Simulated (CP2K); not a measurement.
# PBE/DZVP on Cl: a test of settings

Which settings matter? One reference run, then one change at a time; some changes are unwise on purpose.

Program: CP2K 2026.2. Level of theory: PBE/DZVP, atoms fixed, no spin polarisation. These are calculated values, not measurements.

## 1. Starting point

It takes space group Cmce (No. 64, orthorhombic). The conventional cell has a = 6.250 Å, b = 4.014 Å, c = 8.147 Å, α = 90.00°, β = 90.00°, γ = 90.00°. Around Cl (site symmetry m) lie 1 Cl at 2.02 Å.

Coordinates:

```
CELL_PARAMETERS angstrom
3.71432 0.00000 0.00000
1.54485 3.37781 0.00000
0.00000 0.00000 8.14656
ATOMIC_POSITIONS crystal
Cl 0.87564 0.12436 0.60748
Cl 0.12436 0.87564 0.39252
Cl 0.62436 0.37564 0.10748
Cl 0.37564 0.62436 0.89252
```

The structure type (database structure) is imposed and need not be the compound's stable one.

## 2. The reference run

A small atomic basis brings errors of its own in gap and pressure, and the grid adds noise to the pressure.

The input, run.inp:

```
&GLOBAL
 PROJECT run
 RUN_TYPE ENERGY_FORCE
 PRINT_LEVEL LOW
&END GLOBAL
&FORCE_EVAL
 METHOD QS
 STRESS_TENSOR ANALYTICAL
 &DFT
  BASIS_SET_FILE_NAME BASIS_MOLOPT
  POTENTIAL_FILE_NAME GTH_POTENTIALS
  &QS
   EXTRAPOLATION USE_GUESS
  &END QS
  &MGRID
   CUTOFF 350
   REL_CUTOFF 50
  &END MGRID
  &XC
   &XC_FUNCTIONAL PBE
   &END XC_FUNCTIONAL
  &END XC
  &KPOINTS
   SCHEME MONKHORST-PACK 5 5 3
   SYMMETRY F
   FULL_GRID F
  &END KPOINTS
  &SCF
   ADDED_MOS 10
   EPS_SCF 1e-6
   MAX_SCF 80
   &DIAGONALIZATION
   &END DIAGONALIZATION
   &MIXING
    METHOD BROYDEN_MIXING
    ALPHA 0.3
   &END MIXING
   &SMEAR
    METHOD FERMI_DIRAC
    ELECTRONIC_TEMPERATURE [K] 232
   &END SMEAR
   &PRINT
    &ITERATION_INFO
    &END ITERATION_INFO
   &END PRINT
  &END SCF
  &PRINT
   &BAND_STRUCTURE
    FILE_NAME bands.bs
    ADDED_MOS 6
    &KPOINT_SET
     UNITS B_VECTOR
     SPECIAL_POINT 0.00000000 0.00000000 0.00000000
     NPOINTS 0
    &END KPOINT_SET
    &KPOINT_SET
     UNITS B_VECTOR
     SPECIAL_POINT 0.50000000 0.50000000 0.00000000
     NPOINTS 0
    &END KPOINT_SET
    &KPOINT_SET
     UNITS B_VECTOR
     SPECIAL_POINT 0.35312760 0.64687240 0.00000000
     NPOINTS 0
    &END KPOINT_SET
    &KPOINT_SET
     UNITS B_VECTOR
     SPECIAL_POINT -0.35312760 0.35312760 0.00000000
     NPOINTS 0
    &END KPOINT_SET
    &KPOINT_SET
     UNITS B_VECTOR
     SPECIAL_POINT 0.00000000 0.00000000 0.50000000
     NPOINTS 0
    &END KPOINT_SET
    &KPOINT_SET
     UNITS B_VECTOR
     SPECIAL_POINT -0.35312760 0.35312760 0.50000000
     NPOINTS 0
    &END KPOINT_SET
    &KPOINT_SET
     UNITS B_VECTOR
     SPECIAL_POINT 0.35312760 0.64687240 0.50000000
     NPOINTS 0
    &END KPOINT_SET
    &KPOINT_SET
     UNITS B_VECTOR
     SPECIAL_POINT 0.50000000 0.50000000 0.50000000
     NPOINTS 0
    &END KPOINT_SET
    &KPOINT_SET
     UNITS B_VECTOR
     SPECIAL_POINT 0.00000000 0.50000000 0.00000000
     NPOINTS 0
    &END KPOINT_SET
   &END BAND_STRUCTURE
  &END PRINT
 &END DFT
 &SUBSYS
  &CELL
   A 3.71431551 0.00000000 0.00000000
   B 1.54485353 3.37780510 0.00000000
   C 0.00000000 0.00000000 8.14656000
  &END CELL
  &COORD
   SCALED
   Cl 0.87563504 0.12436496 0.60747833
   Cl 0.12436496 0.87563504 0.39252167
   Cl 0.62436496 0.37563504 0.10747833
   Cl 0.37563504 0.62436496 0.89252167
  &END COORD
  &KIND Cl
   BASIS_SET DZVP-MOLOPT-SR-GTH
   POTENTIAL GTH-PBE
  &END KIND
 &END SUBSYS
 &PRINT
  &STRESS_TENSOR
  &END STRESS_TENSOR
  &FORCES
  &END FORCES
 &END PRINT
&END FORCE_EVAL
```

On the command line:

```
$ cp2k.psmp -i run.inp
```

What it wrote (excerpt; [...] marks lines left out):

```text
[...]
 CP2K| version string:                                       CP2K version 2026.2
[...]
                             - Atoms:                                          4
[...]
                             - Spherical basis functions:                     52
[...]
 Number of electrons:                                                         28
[...]
     1 NoMix/Diag. 0.30E+00    0.2     0.64321998       -60.0680533298 -6.01E+01
[...]
    12 Broy./Diag. 0.30E+00    0.2     0.00000012       -59.8616794633  2.42E-05
  *** SCF run converged in    12 steps ***
[...]
  Overlap energy of the core charge distribution:               0.00000000129570
  Self energy of the core charge distribution:               -134.85507118946373
  Core Hamiltonian energy:                                     30.97774545706605
  Hartree energy:                                              55.61251673065065
  Exchange-correlation energy:                                -11.59687046286749
  Electronic entropic energy:                                  -0.00000000000000
  Fermi energy:                                                 0.06309946654290
  Total energy:                                               -59.86167946331883
  Total energy (extrapolated to T->0):                        -59.86167946331883
[...]
 ENERGY| Total FORCE_EVAL ( QS ) energy [hartree]            -59.861678600228245
 FORCES| Atomic forces [hartree/bohr]
 FORCES|   Atom     x               y               z               |f|
 FORCES|      1 -1.34306011E-03  2.09108706E-03  5.25391609E-03   5.81206416E-03
 FORCES|      2  1.34306010E-03 -2.09108704E-03 -5.25391609E-03   5.81206415E-03
 FORCES|      3  1.34290901E-03 -2.09088564E-03  5.25383171E-03   5.81188050E-03
 FORCES|      4 -1.34290900E-03  2.09088562E-03 -5.25383171E-03   5.81188050E-03
 FORCES| Sum    -1.06803455E-13  1.59428026E-13 -3.56381591E-14
 FORCES| Total atomic force                                       1.95177745E-13
 STRESS| Analytical stress tensor [bar]
 STRESS|                        x                   y                   z
 STRESS|      x        2.00728056350E+04  -6.94205402597E+02   1.76109919664E-02
 STRESS|      y       -6.94205402597E+02   2.07077078330E+04  -1.34108044810E-02
 STRESS|      z        1.76109919664E-02  -1.34108044810E-02   2.63445370744E+04
 STRESS| 1/3 Trace                                             2.23750168475E+04
 STRESS| Determinant                                           1.09377215657E+13
[...]
```

It took 3.1 s on 2 threads of Arm Neoverse V2, shared host; peak memory 0.26 GiB.

Gap 2.09 eV; pressure 2.2 GPa.

## 3. Change: ALPHA = 0.6

Changes to run.inp since step 2:

```diff
@@ -35,3 +35,3 @@
     METHOD BROYDEN_MIXING
-    ALPHA 0.3
+    ALPHA 0.6
    &END MIXING
```

On the command line:

```
$ cp2k.psmp -i run.inp
```

What it wrote (excerpt; [...] marks lines left out):

```text
[...]
 CP2K| version string:                                       CP2K version 2026.2
[...]
                             - Atoms:                                          4
[...]
                             - Spherical basis functions:                     52
[...]
 Number of electrons:                                                         28
[...]
     1 NoMix/Diag. 0.60E+00    0.2     0.64321998       -60.0680533298 -6.01E+01
[...]
     9 Broy./Diag. 0.60E+00    0.2     0.00000043       -59.8616853885  2.99E-05
  *** SCF run converged in     9 steps ***
[...]
  Overlap energy of the core charge distribution:               0.00000000129570
  Self energy of the core charge distribution:               -134.85507118946373
  Core Hamiltonian energy:                                     30.97774070766857
  Hartree energy:                                              55.61251615000590
  Exchange-correlation energy:                                -11.59687105797013
  Electronic entropic energy:                                  -0.00000000000000
  Fermi energy:                                                 0.06309950138495
  Total energy:                                               -59.86168538846370
  Total energy (extrapolated to T->0):                        -59.86168538846370
[...]
 ENERGY| Total FORCE_EVAL ( QS ) energy [hartree]            -59.861678600228188
 FORCES| Atomic forces [hartree/bohr]
 FORCES|   Atom     x               y               z               |f|
 FORCES|      1 -1.34306328E-03  2.09109199E-03  5.25391822E-03   5.81206860E-03
 FORCES|      2  1.34306327E-03 -2.09109198E-03 -5.25391822E-03   5.81206859E-03
 FORCES|      3  1.34291217E-03 -2.09089057E-03  5.25383385E-03   5.81188494E-03
 FORCES|      4 -1.34291217E-03  2.09089055E-03 -5.25383385E-03   5.81188493E-03
 FORCES| Sum    -1.04166675E-13  1.60316205E-13 -8.99280650E-15
 FORCES| Total atomic force                                       1.91397106E-13
[...]
```

Run time: 2.5 s. Hardware: 2 threads of Arm Neoverse V2, shared host; peak memory 0.26 GiB.

Against the reference run the gap moves by 0.00 eV and the energy by 0.0 meV/atom.

## 4. Change: EPS_SCF = 1e-4

Changes to run.inp since step 3:

```diff
@@ -29,3 +29,3 @@
    ADDED_MOS 10
-   EPS_SCF 1e-6
+   EPS_SCF 1e-4
    MAX_SCF 80
@@ -35,3 +35,3 @@
     METHOD BROYDEN_MIXING
-    ALPHA 0.6
+    ALPHA 0.3
    &END MIXING
```

On the command line:

```
$ cp2k.psmp -i run.inp
```

What it wrote (excerpt; [...] marks lines left out):

```text
[...]
 CP2K| version string:                                       CP2K version 2026.2
[...]
                             - Atoms:                                          4
[...]
                             - Spherical basis functions:                     52
[...]
 Number of electrons:                                                         28
[...]
     1 NoMix/Diag. 0.30E+00    0.2     0.64321998       -60.0680533298 -6.01E+01
[...]
     7 Broy./Diag. 0.30E+00    0.2     0.00002896       -59.8595421800  3.81E-03
  *** SCF run converged in     7 steps ***
[...]
  Overlap energy of the core charge distribution:               0.00000000129570
  Self energy of the core charge distribution:               -134.85507118946373
  Core Hamiltonian energy:                                     30.97854024536554
  Hartree energy:                                              55.61367975934785
  Exchange-correlation energy:                                -11.59669099658793
  Electronic entropic energy:                                  -0.00000000000000
  Fermi energy:                                                 0.06307965581615
  Total energy:                                               -59.85954218004258
  Total energy (extrapolated to T->0):                        -59.85954218004258
[...]
 ENERGY| Total FORCE_EVAL ( QS ) energy [hartree]            -59.861678585816811
 FORCES| Atomic forces [hartree/bohr]
 FORCES|   Atom     x               y               z               |f|
 FORCES|      1 -1.34387924E-03  2.09236242E-03  5.25759627E-03   5.81603906E-03
 FORCES|      2  1.34387923E-03 -2.09236240E-03 -5.25759627E-03   5.81603906E-03
 FORCES|      3  1.34372848E-03 -2.09216153E-03  5.25751283E-03   5.81585654E-03
 FORCES|      4 -1.34372847E-03  2.09216152E-03 -5.25751283E-03   5.81585654E-03
 FORCES| Sum    -1.05998543E-13  1.64590563E-13 -2.42028619E-14
 FORCES| Total atomic force                                       1.97260040E-13
[...]
```

It took 2.1 s on 2 threads of Arm Neoverse V2, shared host; peak memory 0.26 GiB.

Against the reference run the gap moves by 0.00 eV and the energy by 0.0 meV/atom.

## 5. Change: ELECTRONIC_TEMPERATURE = 50

Changes to run.inp since step 4:

```diff
@@ -29,3 +29,3 @@
    ADDED_MOS 10
-   EPS_SCF 1e-4
+   EPS_SCF 1e-6
    MAX_SCF 80
@@ -39,3 +39,3 @@
     METHOD FERMI_DIRAC
-    ELECTRONIC_TEMPERATURE [K] 232
+    ELECTRONIC_TEMPERATURE [K] 50
    &END SMEAR
```

On the command line:

```
$ cp2k.psmp -i run.inp
```

What it wrote (excerpt; [...] marks lines left out):

```text
[...]
 CP2K| version string:                                       CP2K version 2026.2
[...]
                             - Atoms:                                          4
[...]
                             - Spherical basis functions:                     52
[...]
 Number of electrons:                                                         28
[...]
     1 NoMix/Diag. 0.30E+00    0.2     0.64321998       -60.0680533298 -6.01E+01
[...]
    12 Broy./Diag. 0.30E+00    0.2     0.00000012       -59.8616794633  2.42E-05
  *** SCF run converged in    12 steps ***
[...]
  Overlap energy of the core charge distribution:               0.00000000129570
  Self energy of the core charge distribution:               -134.85507118946373
  Core Hamiltonian energy:                                     30.97774545706604
  Hartree energy:                                              55.61251673065065
  Exchange-correlation energy:                                -11.59687046286749
  Electronic entropic energy:                                  -0.00000000000000
  Fermi energy:                                                 0.06309946654290
  Total energy:                                               -59.86167946331884
  Total energy (extrapolated to T->0):                        -59.86167946331884
[...]
 ENERGY| Total FORCE_EVAL ( QS ) energy [hartree]            -59.861678600228245
 FORCES| Atomic forces [hartree/bohr]
 FORCES|   Atom     x               y               z               |f|
 FORCES|      1 -1.34306011E-03  2.09108706E-03  5.25391609E-03   5.81206416E-03
 FORCES|      2  1.34306010E-03 -2.09108704E-03 -5.25391609E-03   5.81206415E-03
 FORCES|      3  1.34290901E-03 -2.09088564E-03  5.25383171E-03   5.81188050E-03
 FORCES|      4 -1.34290900E-03  2.09088562E-03 -5.25383171E-03   5.81188050E-03
 FORCES| Sum    -1.10411680E-13  1.58595359E-13 -3.86357613E-14
 FORCES| Total atomic force                                       1.97068387E-13
[...]
```

It took 3.1 s on 2 threads of Arm Neoverse V2, shared host; peak memory 0.26 GiB.

Against the reference run the gap moves by 0.00 eV and the energy by 0.0 meV/atom.

## 6. Change: ELECTRONIC_TEMPERATURE = 1000

Changes to run.inp since step 5:

```diff
@@ -39,3 +39,3 @@
     METHOD FERMI_DIRAC
-    ELECTRONIC_TEMPERATURE [K] 50
+    ELECTRONIC_TEMPERATURE [K] 1000
    &END SMEAR
```

On the command line:

```
$ cp2k.psmp -i run.inp
```

What it wrote (excerpt; [...] marks lines left out):

```text
[...]
 CP2K| version string:                                       CP2K version 2026.2
[...]
                             - Atoms:                                          4
[...]
                             - Spherical basis functions:                     52
[...]
 Number of electrons:                                                         28
[...]
     1 NoMix/Diag. 0.30E+00    0.2     0.64321997       -60.0680533298 -6.01E+01
[...]
    12 Broy./Diag. 0.30E+00    0.2     0.00000012       -59.8616794709  2.42E-05
  *** SCF run converged in    12 steps ***
[...]
  Overlap energy of the core charge distribution:               0.00000000129570
  Self energy of the core charge distribution:               -134.85507118946373
  Core Hamiltonian energy:                                     30.97774566575024
  Hartree energy:                                              55.61251660071667
  Exchange-correlation energy:                                -11.59687043885435
  Electronic entropic energy:                                  -0.00000011033402
  Fermi energy:                                                 0.06104196781346
  Total energy:                                               -59.86167947088861
  Total energy (extrapolated to T->0):                        -59.86167941572160
[...]
 ENERGY| Total FORCE_EVAL ( QS ) energy [hartree]            -59.861678607696525
 FORCES| Atomic forces [hartree/bohr]
 FORCES|   Atom     x               y               z               |f|
 FORCES|      1 -1.34307430E-03  2.09110916E-03  5.25397107E-03   5.81212509E-03
 FORCES|      2  1.34307430E-03 -2.09110915E-03 -5.25397107E-03   5.81212508E-03
 FORCES|      3  1.34292320E-03 -2.09090774E-03  5.25388669E-03   5.81194143E-03
 FORCES|      4 -1.34292319E-03  2.09090773E-03 -5.25388669E-03   5.81194143E-03
 FORCES| Sum    -1.06553655E-13  1.66089364E-13 -2.50910404E-14
 FORCES| Total atomic force                                       1.98919377E-13
[...]
```

Wall time 3.1 s (2 threads of Arm Neoverse V2, shared host); peak memory 0.26 GiB.

Against the reference run the gap moves by 0.00 eV and the energy by 0.0 meV/atom.

## 7. Change: ELECTRONIC_TEMPERATURE = 3000

Changes to run.inp since step 6:

```diff
@@ -39,3 +39,3 @@
     METHOD FERMI_DIRAC
-    ELECTRONIC_TEMPERATURE [K] 1000
+    ELECTRONIC_TEMPERATURE [K] 3000
    &END SMEAR
```

On the command line:

```
$ cp2k.psmp -i run.inp
```

What it wrote (excerpt; [...] marks lines left out):

```text
[...]
 CP2K| version string:                                       CP2K version 2026.2
[...]
                             - Atoms:                                          4
[...]
                             - Spherical basis functions:                     52
[...]
 Number of electrons:                                                         28
[...]
     1 NoMix/Diag. 0.30E+00    0.2     0.64130420       -60.0680533298 -6.01E+01
[...]
    12 Broy./Diag. 0.30E+00    0.2     0.00000012       -59.8620508877  2.36E-05
  *** SCF run converged in    12 steps ***
[...]
  Overlap energy of the core charge distribution:               0.00000000129570
  Self energy of the core charge distribution:               -134.85507118946373
  Core Hamiltonian energy:                                     30.98195435898219
  Hartree energy:                                              55.61000228224350
  Exchange-correlation energy:                                -11.59661933826687
  Electronic entropic energy:                                  -0.00231700887212
  Fermi energy:                                                 0.06327700109971
  Total energy:                                               -59.86205088768269
  Total energy (extrapolated to T->0):                        -59.86089238324663
[...]
 ENERGY| Total FORCE_EVAL ( QS ) energy [hartree]            -59.862050253698328
 FORCES| Atomic forces [hartree/bohr]
 FORCES|   Atom     x               y               z               |f|
 FORCES|      1 -1.60101810E-03  2.49272190E-03  6.10882594E-03   6.78930598E-03
 FORCES|      2  1.60101809E-03 -2.49272189E-03 -6.10882594E-03   6.78930598E-03
 FORCES|      3  1.60086861E-03 -2.49252344E-03  6.10874836E-03   6.78912807E-03
 FORCES|      4 -1.60086860E-03  2.49252343E-03 -6.10874836E-03   6.78912806E-03
 FORCES| Sum    -1.03889120E-13  1.62758695E-13 -4.20774526E-14
 FORCES| Total atomic force                                       1.97620480E-13
[...]
```

It took 3.1 s on 2 threads of Arm Neoverse V2, shared host; peak memory 0.26 GiB.

Against the reference run the gap moves by +0.01 eV and the energy by -2.5 meV/atom.

## 8. Change: BASIS_SET = TZVP-MOLOPT-SR-GTH

Changes to run.inp since step 7:

```diff
@@ -39,3 +39,3 @@
     METHOD FERMI_DIRAC
-    ELECTRONIC_TEMPERATURE [K] 3000
+    ELECTRONIC_TEMPERATURE [K] 232
    &END SMEAR
@@ -112,3 +112,3 @@
   &KIND Cl
-   BASIS_SET DZVP-MOLOPT-SR-GTH
+   BASIS_SET TZVP-MOLOPT-SR-GTH
    POTENTIAL GTH-PBE
```

On the command line:

```
$ cp2k.psmp -i run.inp
```

What it wrote:

```text
[... start of the log left out ...]
 * /| |                                                                        *
 *******************************************************************************

 ===== Routine Calling Stack =====

            3 read_qs_kind
            2 create_qs_kind_set
            1 CP2K

Program received signal SIGABRT: Process abort signal.

Backtrace for this error:
#0  0x5db0968cf957 in ???
#1  0x5db0b7184cac in __pthread_kill_implementation
#2  0x5db0b712bfb7 in raise
#3  0x5db0b7115d37 in abort
#4  0x5db096fa2d83 in ???
#5  0x5db096fa4297 in ???
#6  0x5db096ef551b in ???
#7  0x5db096bdc01b in ???
#8  0x5db096be4daf in ???
#9  0x5db096cb7903 in ???
#10  0x5db096b73803 in ???
#11  0x5db09697546f in ???
#12  0x5db097256783 in ???
#13  0x5db097259d0b in ???
#14  0x5db096970db3 in ???
#15  0x5db09696ef13 in ???
#16  0x5db0b7116573 in __libc_start_call_main
#17  0x5db0b7116657 in __libc_start_main_impl
#18  0x5db09696f06f in ???
#19  0xffffffffffffffff in ???
```

Wall time 0.21 s (2 threads of Arm Neoverse V2, shared host); peak memory 0.13 GiB.

The program refused the job.

## 9. What moved

| change | ends | gap (eV) | energy (meV/atom) | pressure (GPa) | time |
| --- | --- | --- | --- | --- | --- |
| none | converged | 2.09 | 0 | 2.2 | 3.1 s |
| ALPHA = 0.6 | converged | 0.00 | 0.0 | 0.0 | 2.5 s |
| EPS_SCF = 1e-4 | converged | 0.00 | 0.0 | 0.0 | 2.1 s |
| ELECTRONIC_TEMPERATURE = 50 | converged | 0.00 | 0.0 | 0.0 | 3.1 s |
| ELECTRONIC_TEMPERATURE = 1000 | converged | 0.00 | 0.0 | 0.0 | 3.1 s |
| ELECTRONIC_TEMPERATURE = 3000 | converged | +0.01 | -2.5 | +0.1 | 3.1 s |
| BASIS_SET = TZVP-MOLOPT-SR-GTH | refused | – | – | – | 0.21 s |

The first row holds values, the others changes from it. Keys are the program's: temperature in eV (tblite) or K (CP2K), cutoffs in Ry, CUTOFP in Å. Among the numerical settings, ELECTRONIC_TEMPERATURE = 3000 moves the energy most (-2.5 meV/atom). 1 of the 6 changes gave no result. The changed runs test settings; they are no properties of the crystal.
